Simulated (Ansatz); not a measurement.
Crystal: CrAuS2.

```
CELL_PARAMETERS angstrom
1.74115 1.00525 7.15433
-1.74115 1.00525 7.15433
0.00000 -2.01051 7.15433
ATOMIC_POSITIONS crystal
Au 0.16730 0.16730 0.16730
Cr 0.66673 0.66673 0.66673
S 0.27470 0.27470 0.27470
S 0.05970 0.05970 0.05970
```

* Program: Ansatz 0.2.0
* Task: relaxation of cell and atoms
* Functional: PBE
* Dispersion: D3(BJ)
* Potentials or basis: Ansatz PAW
* Cutoff: 420 eV (not typed: the program's choice for these potentials)
* k mesh: 9 × 9 × 9
* Occupations: fermi-dirac, width 0.05 eV
* Spin: collinear spin, ferromagnetic start
* Starting moments: [0.0, 3.0, 0.0, 0.0] μB

At the start: volume 18.78 Å³/atom.

Task: How do energy, volume and symmetry change on relaxing?

Result: It ends after 13 steps and the volume is 19.24 Å³/atom (+2.4 %); space group R-3m (No. 166, to 0.05 Å); moment 3.00 μB per cell.

Step by step:
| step | energy change (eV) | largest force (eV/Å) | volume (Å³) |
| --- | --- | --- | --- |
| 1 | 0.0000 | 0.1244 | 75.13 |
| 2 | -0.0147 | 0.6649 | 75.58 |
| 3 | -0.0480 | 0.0946 | 82.26 |
| 4 | -0.1623 | 0.2001 | 79.27 |
| 5 | -0.1772 | 0.2429 | 78.74 |
| 6 | -0.2154 | 0.0365 | 77.09 |
| 7 | -0.2157 | 0.0283 | 77.03 |
| 8 | -0.2158 | 0.0046 | 76.99 |
| 9 | -0.2159 | 0.0099 | 76.96 |
| 10 | -0.2159 | 0.0061 | 76.96 |
| 11 | -0.2163 | 0.0061 | 76.96 |
| 12 | -0.2163 | 0.0022 | 76.97 |
| 13 | -0.2163 | 0.0022 | 76.97 |

Final structure:
```yaml
crystal:
  lattice:
    - [1.76932, 1.02151, 7.09759]
    - [-1.76932, 1.02151, 7.09759]
    - [0.00000, -2.04303, 7.09759]
  atoms:
    - { symbol: Au, position: [0.16711, 0.16711, 0.16711] }
    - { symbol: Cr, position: [0.66710, 0.66710, 0.66710] }
    - { symbol: S, position: [0.27494, 0.27494, 0.27494] }
    - { symbol: S, position: [0.05928, 0.05928, 0.05928] }
```

Caveat: the plane-wave basis is chosen anew once the cell has moved, so the energies of steps on either side of that aren't comparable; a cell with one magnetic atom can't hold antiferromagnetic order, which such compounds often take.
